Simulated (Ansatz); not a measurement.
# Si2W: the cost of one run

Computed with Ansatz 0.2.0 (DFT, PBE, plane-wave PAW, default files, scalar-relativistic, as far as a step names no other, unless a step's input says otherwise).

## (1) Starting point

The structure is tetragonal, space group I4/mmm (No. 139). The conventional cell has a = 3.214 Å, b = 3.214 Å, c = 7.830 Å, α = 90.00°, β = 90.00°, γ = 90.00°. Si (site symmetry 4mm) is surrounded by 5 Si at 2.59 to 2.63 Å and 5 W at 2.62 Å. Around W (site symmetry 4/mmm) lie 10 Si at 2.62 Å.

Structure file:

```
CELL_PARAMETERS angstrom
-1.60690 1.60690 3.91495
1.60690 -1.60690 3.91495
1.60690 1.60690 -3.91495
ATOMIC_POSITIONS crystal
Si 0.33470 0.33470 0.00000
Si 0.66530 0.66530 0.00000
W 0.00000 0.00000 0.00000
```

The earlier run gave: no gap over 0.1 eV on the mesh, largest force 0.053 eV/Å, pressure 3.3 GPa.

Site by site (atoms counted from 1):

| site | atoms | first shell | V_zz (10²¹ V/m²) | η | C_Q (MHz) |
| --- | --- | --- | --- | --- | --- |
| Si | 1, 2 | 5 Si at 2.59–2.63 Å, 5 W at 2.62 Å | -0.92 | 0.00 | – |
| W | 3 | 10 Si at 2.62 Å | -16.66 | 0.00 | – |

C_Q = eQV_zz/h, which is 24.18 MHz for Q = 1 b and V_zz = 10²¹ V/m²; η = (V_xx − V_yy)/V_zz. Quadrupole moments are those of Pyykkö's year-2017 table. A dash under C_Q marks elements without a common quadrupolar isotope.

## (2) Ions relaxed at fixed cell

input.yaml reads:

```yaml
crystal:
  lattice:
    - [-1.6069, 1.6069, 3.91495]
    - [1.6069, -1.6069, 3.91495]
    - [1.6069, 1.6069, -3.91495]
  atoms:
    - { symbol: Si, position: [0.3347, 0.3347, 0.0] }
    - { symbol: Si, position: [0.6653, 0.6653, 0.0] }
    - { symbol: W, position: [0.0, 0.0, 0.0] }
kpoints:
  mp_grid: { grid: [20, 20, 20] }
scf:
  occupations: { method: fermi_dirac, width: 0.05 }
hamiltonian:
  xc: pbe
  pseudopotentials: { kind: paw }
output:
  forces: true
  stress: true
  populations: true
  efg: { contact_densities: true }
  write_density: true
  write_potential: true
  elf: true
  volumetric_format: npy
relax:
  f_tol: 0.02
  max_steps: 60
```

Command:

```bash
> ansatz run input.yaml --threads 1 --pin off --max-ram 3072MiB --backend cpu --events-out ev --progress --plain --runs-dir out
```

Q: Estimate wall time and peak memory on 1 thread of Intel Xeon Platinum 8259CL at 2.50GHz (Skylake/Cascade Lake), shared host.

About 52 s, with a peak of 0.75 GiB.
